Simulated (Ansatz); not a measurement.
# CaH+: geometry and frequencies at several levels

The task here is to estimate one member of a computed series from the others.

Program: Ansatz 0.2.0. Level of theory: the levels named in each step. These are calculated values, not measurements.

### The starting structure

Bond lengths: Ca1–H2 1.884 Å.

As a file:

```xyz
2

Ca    0.0000    0.0000   -0.0242
H     0.0000    0.0000    1.8600
```

Set-up of the first run:

The input, input.yaml:

```yaml
crystal:
  periodic: [false, false, false]
  atoms:
    - { symbol: Ca, position_ang: [0.0, 0.0, -0.02293566] }
    - { symbol: H, position_ang: [0.0, 0.0, 1.85871566] }
total_charge: 1
basis:
  gaussian: { orbitals: def2-TZVPP }
hamiltonian:
  xc: pbe0
  dispersion: d4
phonons: {}
```

Command:

```sh
ansatz run input.yaml --threads 1 --pin off --max-ram 2560MiB --backend cpu --events-out ev --progress --plain --runs-dir out
```

Among the steps run: Frequencies, PBE0-D4/def2-TZVPP; Relaxation, PBE-D4/def2-TZVPP; Frequencies, PBE-D4/def2-TZVPP; Relaxation, r2SCAN-D4/def2-TZVPP; Frequencies, r2SCAN-D4/def2-TZVPP; Relaxation, B3LYP-D4/def2-TZVPP; Frequencies, B3LYP-D4/def2-TZVPP; Relaxation, B2PLYP/def2-TZVPP; Frequencies, B2PLYP/def2-TZVPP.

One of the session's tables, all rows but one given; the rest of the session is left out.

```
               level  Ca1–H2 (Å)  rotational constants (MHz)  highest frequency (cm⁻¹)
  PBE0-D4/def2-TZVPP      1.8817                      145200                      1524
   PBE-D4/def2-TZVPP      1.8828                      145020                      1492
r2SCAN-D4/def2-TZVPP      1.8775                      145850                      1535
 B3LYP-D4/def2-TZVPP      1.8854                      144630                      1513
   B2PLYP/def2-TZVPP           ?                           ?                         ?
```

**Question.** Estimate the row for B2PLYP/def2-TZVPP.

As computed: Ca1–H2 (Å): 1.8966; rotational constants (MHz): 142930; highest frequency (cm⁻¹): 1518. In the column «Ca1–H2 (Å)» it is the highest.
